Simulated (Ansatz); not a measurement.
# doublet GeH2ClF+ at 6 levels

We compute a comparison of 6 runs (UHF/STO-3G, UHF/aug-cc-pVDZ, UB3LYP/6-31G*, U-r2SCAN/aug-cc-pVDZ, UMP2/aug-cc-pVDZ, UCCSD/aug-cc-pVDZ) of doublet GeH2ClF+. 

The results are computed with Ansatz 0.2.0.

47 further runs of the same task are left out: 2 that didn't finish, 45 set aside as unsound or not needed.

### Step 1. The molecule

The species is GeH2ClF+ (5 atoms), meant as a doublet with charge +1. As SMILES of the parent species, `[F][GeH2][Cl]`. The shape is that of a PBE0-D4/def2-TZVP optimisation. That shape belongs to the parent species and isn't relaxed for this state.

Bond lengths: F1–Ge2 1.730 Å, Ge2–Cl3 2.133 Å, Ge2–H4 1.528 Å, Ge2–H5 1.528 Å. Angles: F1–Ge2–Cl3 106.4°, F1–Ge2–H4 107.1°, F1–Ge2–H5 107.1°, Cl3–Ge2–H4 109.1°, Cl3–Ge2–H5 109.1°, H4–Ge2–H5 117.4°.

### Step 2. The energy at UHF/STO-3G (run 1)

run.yaml

```yaml
crystal:
  periodic: [false, false, false]
  atoms:
    - symbol: F
      position_ang: [-0.242000, -0.508000, 1.588600]
    - symbol: Ge
      position_ang: [0.139900, -0.089200, -0.045500]
    - symbol: Cl
      position_ang: [-1.390300, 1.244900, -0.698900]
    - symbol: H
      position_ang: [0.067600, -1.375500, -0.867400]
    - symbol: H
      position_ang: [1.474700, 0.654200, -0.018300]
basis:
  gaussian:
    orbitals: STO-3G
total_charge: 1
magnetization:
  spin_polarized: true
  initial_magnetization: 1
hamiltonian:
  xc: hf
accuracy: high
output: {orbitals: {seedname: orbitals}}
```

Run with:

```console
$ ansatz run run.yaml --threads 1 --pin off --max-ram 3480MiB --events-out events.jsonl --progress --plain --runs-dir runs
```

Log:

```text
Warning: RAYON_NUM_THREADS=1 ignored (pool sized by the plan → 1); use --threads N
Functional definition: HF
  name "HF"
  exchange = exact_x
  correlation = 0
559 factors; integrals over basis functions are off by at most 3.0e-8 eV
mean field evaluation 1: about -70885.8999 eV, gradient 2.1e1 eV
mean field evaluation 2: about -70885.9462 eV, gradient 2.1e1 eV
mean field evaluation 4: about -70891.7100 eV, gradient 2.6e0 eV
mean field evaluation 8: about -70891.8343 eV, gradient 1.1e0 eV
mean field evaluation 16: about -70893.5725 eV, gradient 2.1e-2 eV
mean field evaluation 32: about -70893.5348 eV, gradient 8.4e-2 eV
mean field evaluation 64: about -70892.0232 eV, gradient 6.2e-1 eV
mean field evaluation 96: about -70890.4991 eV, gradient 1.4e1 eV
mean field evaluation 128: about -70893.5366 eV, gradient 5.2e-1 eV
mean field evaluation 160: about -70892.4958 eV, gradient 6.1e-1 eV
mean field evaluation 192: about -70892.6187 eV, gradient 7.6e-6 eV
mean field evaluation 224: about -70892.2502 eV, gradient 2.2e0 eV
mean field -70893.57249886 eV, -2605.2907359438 hartree, gradient 1.0e-8 eV, S^2 0.752862; 4 other end points of the search recorded, 0 dependent functions left out
reference -70893.57249886 eV, -2605.2907359438 hartree; 30, 29 occupied and 4, 5 virtual orbitals, 559 factors
Total energy: -70893.57249886 eV, -2605.2907359438 hartree
```

It took 2.1 s on 1 thread of Arm Neoverse V1, shared host; peak memory 0.1 GiB.

### Step 3. A single-point energy at UHF/aug-cc-pVDZ (run 2)

job.yaml

```yaml
crystal:
  periodic: [false, false, false]
  atoms:
    - {symbol: F, position_ang: [-0.242000, -0.508000, 1.588600]}
    - {symbol: Ge, position_ang: [0.139900, -0.089200, -0.045500]}
    - {symbol: Cl, position_ang: [-1.390300, 1.244900, -0.698900]}
    - {symbol: H, position_ang: [0.067600, -1.375500, -0.867400]}
    - {symbol: H, position_ang: [1.474700, 0.654200, -0.018300]}
basis:
  gaussian:
    orbitals: aug-cc-pVDZ
total_charge: 1
magnetization:
  spin_polarized: true
  initial_magnetization: 1
hamiltonian:
  xc: hf
accuracy: high
output: {orbitals: {seedname: orbitals}}
```

Run with:

```console
$ ansatz run job.yaml --threads 1 --pin off --max-ram 3480MiB --events-out events.jsonl --progress --plain --runs-dir runs
```

Log:

```text
Warning: RAYON_NUM_THREADS=1 ignored (pool sized by the plan → 1); use --threads N
Functional definition: HF
  name "HF"
  exchange = exact_x
  correlation = 0
2113 factors; integrals over basis functions are off by at most 4.4e-9 eV
mean field evaluation 1: about -71698.6207 eV, gradient 3.8e1 eV
mean field evaluation 2: about -71698.6446 eV, gradient 3.8e1 eV
mean field evaluation 4: about -71704.6555 eV, gradient 3.6e0 eV
mean field evaluation 8: about -71705.4469 eV, gradient 1.0e0 eV
mean field evaluation 16: about -71705.5188 eV, gradient 5.0e-6 eV
mean field evaluation 32: about -71705.4504 eV, gradient 1.7e-1 eV
mean field evaluation 64: about -71705.2610 eV, gradient 1.0e0 eV
mean field evaluation 96: about -71700.0770 eV, gradient 3.7e1 eV
mean field evaluation 128: about -71701.3977 eV, gradient 3.1e1 eV
mean field -71705.51882025 eV, -2635.1292128979 hartree, gradient 2.2e-8 eV, S^2 0.760113; 2 other end points of the search recorded, 0 dependent functions left out
reference -71705.51882025 eV, -2635.1292128979 hartree; 30, 29 occupied and 74, 75 virtual orbitals, 2113 factors
Total energy: -71705.51882025 eV, -2635.1292128979 hartree
```

Wall time 22 s (1 thread of Arm Neoverse V1, shared host); peak memory 0.56 GiB.

Runs 3 to 4 aren't shown in full; the table further down has their settings and results.

### Step 4. The energy at UMP2/aug-cc-pVDZ (run 5)

molecule.yaml

```yaml
crystal:
  periodic: [false, false, false]
  atoms:
    - {symbol: F, position_ang: [-0.242000, -0.508000, 1.588600]}
    - {symbol: Ge, position_ang: [0.139900, -0.089200, -0.045500]}
    - {symbol: Cl, position_ang: [-1.390300, 1.244900, -0.698900]}
    - {symbol: H, position_ang: [0.067600, -1.375500, -0.867400]}
    - {symbol: H, position_ang: [1.474700, 0.654200, -0.018300]}
basis:
  gaussian:
    orbitals: aug-cc-pVDZ
total_charge: 1
magnetization:
  spin_polarized: true
  initial_magnetization: 1
correlation:
  method: mp2
  frozen_orbitals: {Cl: 5, F: 1, Ge: 9, H: 0}
accuracy: high
```

Run with:

```console
$ ansatz run molecule.yaml --threads 1 --pin off --max-ram 3480MiB --events-out events.jsonl --progress --plain --runs-dir runs
```

Log, shortened:

```text
Warning: RAYON_NUM_THREADS=1 ignored (pool sized by the plan → 1); use --threads N
Functional definition: HF
  name "HF"
[...]
2113 factors; integrals over basis functions are off by at most 4.4e-9 eV
[...]
mean field -71705.51882025 eV, -2635.1292128979 hartree, gradient 2.2e-8 eV, S^2 0.760113; 9 other end points of the search recorded, 0 dependent functions left out
15 core orbitals not correlated: weight in the atoms' cores, before any rotation towards them, 1.000 or more for the frozen orbitals, at most 0.000 for the correlated occupied ones
reference -71705.51882025 eV, -2635.1292128979 hartree; 15, 14 occupied and 74, 75 virtual orbitals, 2113 factors
second order -12.05018336 eV of doubles, -0.00000000 eV of singles
Total energy: -71717.56900361 eV, -2635.5720489685 hartree
```

It took 37 s on 1 thread of Arm Neoverse V1, shared host; peak memory 0.56 GiB.

### Step 5. A single-point energy at UCCSD/aug-cc-pVDZ (run 6)

job.yaml, as its differences from that of step 3:

```diff
@@ -9,11 +9,7 @@
 basis:
-  gaussian:
-    orbitals: aug-cc-pVDZ
+  gaussian: {orbitals: aug-cc-pVDZ}
 total_charge: 1
-magnetization:
-  spin_polarized: true
-  initial_magnetization: 1
-hamiltonian:
-  xc: hf
+magnetization: {spin_polarized: true, initial_magnetization: 1}
+correlation: {method: ccsd, frozen_orbitals: {Cl: 5, F: 1, Ge: 9, H: 0}}
 accuracy: high
-output: {orbitals: {seedname: orbitals}}
+scf: {omitted_lower_state_checks: [cluster_reference, increment]}
```

Run with:

```console
$ ansatz run job.yaml --threads 1 --pin off --max-ram 3480MiB --events-out events.jsonl --progress --plain --runs-dir runs
```

Log:

```text
Warning: RAYON_NUM_THREADS=1 ignored (pool sized by the plan → 1); use --threads N
[... 16 lines left out ...]
15 core orbitals not correlated: weight in the atoms' cores, before any rotation towards them, 1.000 or more for the frozen orbitals, at most 0.000 for the correlated occupied ones
[... 40 lines left out ...]
Total energy: -71718.53424419 eV, -2635.6075209053 hartree
Checks for a lower state left out: cluster_reference, increment
```

It took 3.7 min on 1 thread of Arm Neoverse V1, shared host; peak memory 1.4 GiB.

### Step 6. All runs side by side

```tsv
run	level	Cartesian functions	frozen core orbitals	energy (Eh)	HOMO energy (eV)	LUMO energy (eV)	⟨S²⟩	wall time
1	UHF/STO-3G	no	–	-2605.290736	-16.32	-5.55	0.753	2.1 s
2	UHF/aug-cc-pVDZ	no	–	-2635.129213	-19.44	-9.63	0.760	22 s
3	UB3LYP/6-31G* (Cartesian functions)	yes	–	-2637.650422	-16.10	-14.13	0.756	16 s
4	U-r2SCAN/aug-cc-pVDZ	no	–	-2637.804205	-15.39	-14.60	0.757	63 s
5	UMP2/aug-cc-pVDZ	no	15	-2635.572049	–	–	0.760	37 s
6	UCCSD/aug-cc-pVDZ	no	15	-2635.607521	–	–	0.760	3.7 min
```

### Step 7. Results

| quantity | value |
| --- | --- |
| run 6: total energy | -2635.60752 Eh |
| run 6: correlation energy (15 core orbitals frozen) | -478.3 mEh |
| run 6: ⟨S²⟩ of the reference determinant | 0.760 |
| run 6: T1 diagnostic | 0.031 |

**Reading.** Below the UHF energy at the same shape and in the same basis (aug-cc-pVDZ): UMP2 -442.8 mEh; UCCSD -478.3 mEh. Totals of different functionals can't be ranked against each other. In run 1 the basis is minimal, so the values are rough. All runs together took 6 min, the longest 3.7 min.
